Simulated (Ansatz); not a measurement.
**C4H10SeZn: a ladder of functionals and wavefunction methods**

An exercise on one series of results from a longer session: the logs are not shown, and one member is left open.

Method: functionals in def2-TZVPP, the program's frozen cores in correlated methods; program: Ansatz 0.2.0, Gaussian basis.

The runs, in order: LDA (SPW92), PBE-D4, revPBE-D4, BLYP-D4, r2SCAN-D4, B97M-V, PBE0-D4, B3LYP-D4, r2SCANh-D4, r2SCAN0-D4, HSE06-D4, BHLYP-D4, CAM-B3LYP-D4, LC-ωPBE, ωB97X-V, ωB97M-V, B2PLYP, PBE-QIDH; CCSD(T)/def2-SVP; CCSD(T)/def2-TZVPP; MP2/def2-QZVPP; extrapolation to the limit.

**The relaxed structure**

All runs share one geometry, relaxed beforehand with PBE0-D4 in a triple-zeta def2 set.

SMILES `[CH3][Zn][Se]C(C)C`, 16 atoms, charge 0, spin multiplicity 1.

Atoms are counted from 1 here; the program's logs count them from 0.

Bond lengths: C1–Zn2 1.940 Å, C1–H7 1.092 Å, C1–H8 1.092 Å, C1–H9 1.092 Å, Zn2–Se3 2.298 Å, Se3–C4 1.986 Å, C4–C5 1.515 Å, C4–C6 1.515 Å, C4–H10 1.093 Å, C5–H11 1.096 Å, C5–H12 1.090 Å, C5–H13 1.095 Å, C6–H14 1.095 Å, C6–H15 1.090 Å, C6–H16 1.096 Å. Angles: Zn2–C1–H7 110.5°, Zn2–C1–H8 110.7°, Zn2–C1–H9 110.7°, H7–C1–H8 108.3°, H7–C1–H9 108.2°, H8–C1–H9 108.4°, C1–Zn2–Se3 179.5°, Zn2–Se3–C4 98.5°, Se3–C4–C5 112.0°, Se3–C4–C6 112.0°, Se3–C4–H10 101.5°, C5–C4–C6 112.5°, C5–C4–H10 109.1°, C6–C4–H10 109.1°, C4–C5–H11 110.2°, C4–C5–H12 111.6°, C4–C5–H13 111.0°, H11–C5–H12 108.5° and more.

Geometry (Å):

```xyz
16
charge 0, multiplicity 1
C    -2.0893    2.5850    0.0967
Zn   -0.9435    1.2938    0.9827
Se    0.4091   -0.2265    2.0502
C     1.0421   -1.2252    0.4550
C     1.8639   -0.3529   -0.4715
C    -0.0925   -1.9252   -0.2644
H    -2.4893    3.2999    0.8196
H    -2.9292    2.0858   -0.3913
H    -1.5310    3.1408   -0.6598
H     1.6932   -1.9753    0.9122
H     2.3000   -0.9580   -1.2743
H     2.6721    0.1493    0.0607
H     1.2418    0.4163   -0.9406
H    -0.7692   -1.2002   -0.7286
H    -0.6795   -2.5430    0.4155
H     0.3015   -2.5645   -1.0623
```

Set-up of the first run:

File in.yaml:

```yaml
crystal:
  periodic: [false, false, false]
  atoms:
    - {symbol: C, position_ang: [-2.089349, 2.585005, 0.096732]}
    - {symbol: Zn, position_ang: [-0.943547, 1.293827, 0.982654]}
    - {symbol: Se, position_ang: [0.409084, -0.226526, 2.050192]}
    - {symbol: C, position_ang: [1.042126, -1.225250, 0.455024]}
    - {symbol: C, position_ang: [1.863947, -0.352933, -0.471469]}
    - {symbol: C, position_ang: [-0.092505, -1.925151, -0.264354]}
    - {symbol: H, position_ang: [-2.489291, 3.299850, 0.819609]}
    - {symbol: H, position_ang: [-2.929224, 2.085796, -0.391272]}
    - {symbol: H, position_ang: [-1.531014, 3.140765, -0.659784]}
    - {symbol: H, position_ang: [1.693187, -1.975289, 0.912246]}
    - {symbol: H, position_ang: [2.299971, -0.957977, -1.274342]}
    - {symbol: H, position_ang: [2.672111, 0.149345, 0.060667]}
    - {symbol: H, position_ang: [1.241751, 0.416270, -0.940560]}
    - {symbol: H, position_ang: [-0.769204, -1.200208, -0.728578]}
    - {symbol: H, position_ang: [-0.679531, -2.542991, 0.415537]}
    - {symbol: H, position_ang: [0.301498, -2.564534, -1.062313]}
basis:
  gaussian: {orbitals: def2-TZVPP}
hamiltonian: {xc: lda}
output: {orbitals: {seedname: orbitals}}
```

Launch:

```
> ansatz run in.yaml --threads 2 --pin off --events-out ev --progress --plain --max-ram 20480MiB --backend cuda --devices 0, --max-vram 18GiB
```

Steps of the session up to this table: LDA; PBE-D4 (GGA); revPBE-D4 (GGA); BLYP-D4 (GGA); r2SCAN-D4 (meta-GGA); B97M-V (meta-GGA); PBE0-D4 (hybrid); B3LYP-D4 (hybrid); r2SCANh-D4 (hybrid); r2SCAN0-D4 (hybrid); HSE06-D4 (hybrid); BHLYP-D4 (hybrid); CAM-B3LYP-D4 (range-separated); LC-ωPBE (range-separated); ωB97X-V (range-separated); ωB97M-V (range-separated); B2PLYP (double hybrid); PBE-QIDH (double hybrid).

One of the session's tables, all rows but one given; the rest of the session is left out.

It belongs to the step «Frontier levels by functional». 

| functional | HOMO (eV) | gap (eV) |
| --- | --- | --- |
| LDA (SPW92) | ? | ? |
| PBE-D4 | -5.16 | 3.72 |
| revPBE-D4 | -5.09 | 3.79 |
| BLYP-D4 | -4.98 | 3.65 |
| r2SCAN-D4 | -5.38 | 4.19 |
| B97M-V | -5.47 | 4.10 |
| PBE0-D4 | -6.23 | 5.59 |
| B3LYP-D4 | -6.00 | 5.13 |
| r2SCANh-D4 | -5.78 | 4.87 |
| r2SCAN0-D4 | -6.39 | 5.88 |
| HSE06-D4 | -5.84 | 4.83 |
| BHLYP-D4 | -7.16 | 7.27 |
| CAM-B3LYP-D4 | -7.49 | 7.72 |
| LC-ωPBE | -8.82 | 10.15 |
| ωB97X-V | -8.49 | 9.67 |
| ωB97M-V | -8.38 | 9.28 |

**Question.** Estimate the row for LDA (SPW92).

As computed: HOMO (eV): -5.32; gap (eV): 3.61. In the column «HOMO (eV)» it lies between r2SCAN-D4 (-5.38) and PBE-D4 (-5.16).
